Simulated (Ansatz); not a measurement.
# Molecular dynamics of In$_{8}$BAs$_{8}$Cl$_{3}$

Input file:

```yaml
accuracy: low
crystal:
  lattice:
    - [8.636777, 0.0, 0.0]
    - [0.0, 6.107123, 0.0]
    - [0.0, 0.0, 19.477582]
  atoms:
    - { symbol: In, position: [-0.00224901, 0.79545452, 0.16511897] }
    - { symbol: As, position: [0.0, 0.0, 0.0513411] }
    - { symbol: In, position: [0.25, 0.25, 0.0513411] }
    - { symbol: As, position: [0.75223918, 0.56282221, 0.15660149] }
    - { symbol: In, position: [0.75, 0.25, 0.0513411] }
    - { symbol: As, position: [0.27104314, 0.58305324, 0.15092775] }
    - { symbol: In, position: [0.5287703, 0.848458, 0.17614696] }
    - { symbol: As, position: [0.5, 0.0, 0.0513411] }
    - { symbol: In, position: [0.4927551, 0.7699412, 0.36498356] }
    - { symbol: As, position: [0.48444176, 0.08882164, 0.28364751] }
    - { symbol: In, position: [0.75914943, 0.32380799, 0.27924786] }
    - { symbol: As, position: [0.24310384, 0.50840257, 0.39740936] }
    - { symbol: In, position: [0.24755032, 0.35020165, 0.27110955] }
    - { symbol: As, position: [0.76969167, 0.55717173, 0.39875306] }
    - { symbol: In, position: [-0.00158935, 0.80308969, 0.37232722] }
    - { symbol: As, position: [0.00970964, 0.0903237, 0.26607443] }
    - { symbol: B, position: [0.66653568, 0.66976124, 0.5611075] }
    - { symbol: Cl, position: [0.49445942, 0.795641, 0.52699899] }
    - { symbol: Cl, position: [0.61450882, 0.4299388, 0.6115782] }
    - { symbol: Cl, position: [0.85090662, 0.77022765, 0.57401839] }
basis:
  ecutwfc: 420.0
kpoints:
  mp_grid: { grid: [1, 2, 1] }
hamiltonian:
  xc: pbe
  pseudopotentials: { kind: paw, azcp: { folder: soft_1 } }
scf:
  occupations: { method: fermi_dirac, width: 0.1 }
  lower_state_search: "off"
md:
  timestep: 1.5
  n_steps: 230
  ensemble: nvt_langevin
  temperature: 1000.0
  initial_velocities: maxwell_boltzmann
  seed: 572693
  friction: 0.05
  constraints: [{ sites: [1, 2, 4, 7] }]
```

Command:

```bash
$ ansatz run input.yaml --threads 2 --pin off --max-ram 5120MiB --backend cpu --events-out ev --progress --plain --runs-dir out
```

It goes on from the last frame of an earlier run, with new velocities.

Output, in part (step lines):

```
md step     0: t =     0.00 fs  T =  1000.0 K  F+E_penalty+E_count = -87027.21329181 eV  E_kin = 2.068160 eV  (11 SCF iters)
md step     1: t =     1.50 fs  T =  1014.1 K  F+E_penalty+E_count = -87027.22587030 eV  E_kin = 2.097322 eV  (7 SCF iters)
md step     2: t =     3.00 fs  T =   756.4 K  F+E_penalty+E_count = -87027.23895348 eV  E_kin = 1.564254 eV  (7 SCF iters)
md step     3: t =     4.50 fs  T =   796.3 K  F+E_penalty+E_count = -87027.24486756 eV  E_kin = 1.646846 eV  (7 SCF iters)
md step     4: t =     6.00 fs  T =   799.9 K  F+E_penalty+E_count = -87027.23672098 eV  E_kin = 1.654241 eV  (7 SCF iters)
md step     5: t =     7.50 fs  T =   716.8 K  F+E_penalty+E_count = -87027.21989167 eV  E_kin = 1.482395 eV  (5 SCF iters)
md step     6: t =     9.00 fs  T =   791.2 K  F+E_penalty+E_count = -87027.20991333 eV  E_kin = 1.636421 eV  (6 SCF iters)
md step     7: t =    10.50 fs  T =   896.2 K  F+E_penalty+E_count = -87027.21404270 eV  E_kin = 1.853439 eV  (6 SCF iters)
[... lines left out ...]
md step   229: t =   343.50 fs  T =  1047.2 K  F+E_penalty+E_count = -87026.59325496 eV  E_kin = 2.165863 eV  (5 SCF iters)
md step   230: t =   345.00 fs  T =   957.0 K  F+E_penalty+E_count = -87026.58545929 eV  E_kin = 1.979253 eV  (7 SCF iters)
```

The steps, from the saved trajectory:

```tsv
time (fs)	T (K)	potential energy less start (eV)
0	1000	0.000
10.5	896	-0.001
21	1148	-0.207
31.5	805	-0.143
42	1053	0.042
52.5	1512	0.182
63	922	0.403
73.5	942	0.580
84	758	0.818
94.5	760	1.251
105	1083	0.847
115.5	955	0.532
126	1034	0.241
136.5	751	0.172
147	937	0.234
157.5	712	0.228
168	1052	0.233
178.5	1095	0.446
189	661	0.516
199.5	804	0.476
210	1020	0.224
220.5	940	0.228
231	1003	0.232
241.5	974	0.269
252	1029	0.457
262.5	1128	0.472
273	949	0.449
283.5	654	0.703
294	1177	0.948
304.5	921	0.801
315	841	0.701
325.5	983	0.702
336	1358	0.649
```

The run went to its last step. A run of 0.34 ps of so small a system gives no equilibrium averages. Limits of this set-up: coarse k mesh, slab without dipole correction, no dispersion correction for a molecule that may bind weakly, low accuracy level.

Mean squared displacements from the first frame to the last: In 0.09 Å², As 0.13 Å², B 0.15 Å², Cl 0.45 Å².

Last frame:

```xyz
20
Lattice="8.6368 0.0000 0.0000 0.0000 6.1071 0.0000 0.0000 0.0000 19.4776" Properties=species:S:1:pos:R:3
In 0.075 4.727 3.231
As 0.000 0.000 1.000
In 2.159 1.527 1.000
As 6.428 3.286 2.764
In 6.478 1.527 1.000
As 2.211 3.272 3.110
In 4.368 4.867 3.299
As 4.318 0.000 1.000
In 4.500 4.808 7.429
As 4.276 0.520 5.496
In 6.482 2.108 5.052
As 2.192 3.777 7.494
In 2.029 2.385 5.481
As 6.402 3.026 7.724
In -0.242 4.811 7.145
As 0.085 0.499 5.372
B 5.659 3.839 11.202
Cl 4.189 4.700 10.754
Cl 5.444 2.190 11.357
Cl 7.159 4.416 11.841
```

Run time: 37 min on 2 threads of Arm Neoverse V1, on a shared host, peak memory 1.9 GiB.
